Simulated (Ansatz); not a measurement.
# Al: an axial (c/a) deformation path

The task, for Al: look for other minima along an axial (c/a) path.

This is Al in the hcp structure; at room conditions it is fcc.

Computed with Ansatz 0.2.0 (DFT LDA, scalar-relativistic, plane waves, PAW, unless a step's input says otherwise).

### 1 The starting structure

Symmetry: P6_3/mmc, No. 194, hexagonal system. Conventional cell: a = 2.812 Å, b = 2.812 Å, c = 4.867 Å, α = 90.00°, β = 90.00°, γ = 120.00°. Around Al (site symmetry -6m2) lie 12 Al at 2.81 to 2.93 Å.

As a file:

```
CELL_PARAMETERS angstrom
2.81246 0.00000 0.00000
-1.40623 2.43566 0.00000
0.00000 0.00000 4.86685
ATOMIC_POSITIONS crystal
Al 0.66667 0.33333 0.75000
Al 0.33333 0.66667 0.25000
```

It goes back to an entry of the Materials Project, which need not be the stable form.

No relaxation comes first: the listed cell is the starting point.

### 2 The undisturbed cell

File input.yaml:

```yaml
crystal:
  lattice:
    - [2.8124553515, 0.0, 0.0]
    - [-1.4062276757, 2.4356577814, 0.0]
    - [0.0, 0.0, 4.86685]
  atoms:
    - { symbol: Al, position: [0.6666666667, 0.3333333333, 0.75] }
    - { symbol: Al, position: [0.3333333333, 0.6666666667, 0.25] }
basis:
  ecutwfc: 420
kpoints:
  mp_grid: { grid: [21, 21, 12] }
hamiltonian:
  xc: lda
scf:
  occupations: { method: gaussian, width: 0.15 }
output:
  forces: true
  stress: true
  eigenvalues: true
```

### 3 Setting up an axial (c/a) deformation path

At fixed volume and fractional coordinates, lengths along (0.000, 0.000, 1.000) are scaled against those across it; ρ is that ratio over its starting value.

### 4 Point ρ = 0.850

input.yaml, as its differences from that of step 2:

```diff
@@ -2,5 +2,5 @@
   lattice:
-    - [2.8124553515, 0.0, 0.0]
-    - [-1.4062276757, 2.4356577814, 0.0]
-    - [0.0, 0.0, 4.86685]
+    - [2.9690168435, 0.0, 0.0]
+    - [-1.4845084217, 2.5712440107, 0.0]
+    - [0.0, 0.0, 4.3671077923]
   atoms:
```

### 5 ρ = 1.200

input.yaml, as its differences from that of step 4:

```diff
@@ -2,5 +2,5 @@
   lattice:
-    - [2.9690168435, 0.0, 0.0]
-    - [-1.4845084217, 2.5712440107, 0.0]
-    - [0.0, 0.0, 4.3671077923]
+    - [2.6466218154, 0.0, 0.0]
+    - [-1.3233109077, 2.2920417263, 0.0]
+    - [0.0, 0.0, 5.4958574366]
   atoms:
```

### 6 ρ = 0.920

input.yaml, as its differences from that of step 5:

```diff
@@ -2,5 +2,5 @@
   lattice:
-    - [2.6466218154, 0.0, 0.0]
-    - [-1.3233109077, 2.2920417263, 0.0]
-    - [0.0, 0.0, 5.4958574366]
+    - [2.8917208132, 0.0, 0.0]
+    - [-1.4458604066, 2.5043036849, 0.0]
+    - [0.0, 0.0, 4.6036946748]
   atoms:
```

### 7 ρ = 1.100

input.yaml, as its differences from that of step 6:

```diff
@@ -2,5 +2,5 @@
   lattice:
-    - [2.8917208132, 0.0, 0.0]
-    - [-1.4458604066, 2.5043036849, 0.0]
-    - [0.0, 0.0, 4.6036946748]
+    - [2.7245079212, 0.0, 0.0]
+    - [-1.3622539606, 2.3594930726, 0.0]
+    - [0.0, 0.0, 5.186126246]
   atoms:
```

### 8 Point ρ = 0.960

input.yaml, as its differences from that of step 7:

```diff
@@ -2,5 +2,5 @@
   lattice:
-    - [2.7245079212, 0.0, 0.0]
-    - [-1.3622539606, 2.3594930726, 0.0]
-    - [0.0, 0.0, 5.186126246]
+    - [2.8509869252, 0.0, 0.0]
+    - [-1.4254934626, 2.4690271031, 0.0]
+    - [0.0, 0.0, 4.7361863651]
   atoms:
```

### 9 Point ρ = 1.050

input.yaml, as its differences from that of step 8:

```diff
@@ -2,5 +2,5 @@
   lattice:
-    - [2.8509869252, 0.0, 0.0]
-    - [-1.4254934626, 2.4690271031, 0.0]
-    - [0.0, 0.0, 4.7361863651]
+    - [2.7670852347, 0.0, 0.0]
+    - [-1.3835426173, 2.3963661077, 0.0]
+    - [0.0, 0.0, 5.0277556248]
   atoms:
```

### 10 ρ = 0.800

input.yaml, as its differences from that of step 9:

```diff
@@ -2,5 +2,5 @@
   lattice:
-    - [2.7670852347, 0.0, 0.0]
-    - [-1.3835426173, 2.3963661077, 0.0]
-    - [0.0, 0.0, 5.0277556248]
+    - [3.0296256867, 0.0, 0.0]
+    - [-1.5148128433, 2.6237328087, 0.0]
+    - [0.0, 0.0, 4.1941241885]
   atoms:
```

(Steps that only read results are left out.)

What does the calculation give? Wanted: highest point.

As calculated:

| quantity | value |
| --- | --- |
| highest point | 107.6 meV/atom at ρ = 1.200 |

What this shows: The energy drops below the reference, by 4.9 meV/atom at ρ = 0.960; the cell was taken as given and not relaxed at this level. No further minimum shows among the sampled points.
